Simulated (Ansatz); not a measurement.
## BrH4NSi, SMILES N[SiH2]Br: the interaction energy of a dimer with the counterpoise correction, step by step

Computed with the Ansatz DFT code, driven from Python.

At the Python prompt:
```pycon
>>> import ansatz as az
>>> FIRST = [
...     ('N', (-0.9721, -0.4822, -0.231)),
...     ('Si', (0.4949, -0.0565, 0.4076)),
...     ('Br', (1.2045, 1.6537, -0.7867)),
...     ('H', (-0.8311, -0.624, -1.2371)),
...     ('H', (-1.6075, 0.3828, -0.2119)),
...     ('H', (0.3052, 0.3508, 1.8189)),
...     ('H', (1.4058, -1.2248, 0.24)),
... ]
>>> SECOND = [
...     ('N', (-1.2331, -4.0169, 2.7523)),
...     ('Si', (-2.1427, -2.784, 2.1248)),
...     ('Br', (-3.9622, -3.7239, 1.312)),
...     ('H', (-1.1224, -4.7156, 2.0095)),
...     ('H', (-1.8343, -4.543, 3.4693)),
...     ('H', (-2.4968, -1.845, 3.214)),
...     ('H', (-1.345, -2.1581, 1.0319)),
... ]
>>> def energy(atoms, ghosts=()):
...     molecule = az.Crystal.molecule()
...     for symbol, xyz in atoms:
...         molecule = molecule.atom(symbol, xyz)
...     calc = (
...         molecule.calculation()
...         .basis(gaussian='def2-SVP')
...         .correlation('MP2')  # correlation on top of the mean field
...     )
...     deck = calc.input()
...     if ghosts:
...         deck = deck.set(az.key.basis.gaussian.ghost_atoms, [{'symbol': s, 'position_ang': list(xyz)} for s, xyz in ghosts])
...     return az.Session.from_dict(deck).plan().execute().report['free_energy_ev']
...
>>> # monomers in their own basis and in the basis of the dimer
>>> both = energy(FIRST + SECOND)

>>> alone = energy(FIRST) + energy(SECOND)
>>> ghosted = energy(FIRST, SECOND) + energy(SECOND, FIRST)
>>> print(f'dimer {both:.6f} eV')
dimer -158818.673610 eV
>>> print(f'interaction, uncorrected   {23.060548 * (both - alone):8.3f} kcal/mol')
interaction, uncorrected      4.122 kcal/mol
>>> print(f'interaction, counterpoise  {23.060548 * (both - ghosted):8.3f} kcal/mol')
interaction, counterpoise     6.338 kcal/mol
>>> print(f'basis-set superposition    {23.060548 * (alone - ghosted):8.3f} kcal/mol')
basis-set superposition       2.216 kcal/mol
```

Uncorrected it is 4.122 kcal/mol, with the counterpoise correction 6.338 kcal/mol; the difference, 2.22 kcal/mol, is the superposition error. In this basis both values are repulsive.

Notes:
- These settings explore the input space; basis and method may be short of convergence.
- The dimer is a generated trial pose of unrelaxed monomers, not a minimum, so the figure is no binding energy, and the basis set is small.
- Timing: 19 s on 1 thread of Arm Neoverse V2, on a shared host, peak memory 0.52 GiB.

(Lines on the test bed's own set-up are left out of the output.)
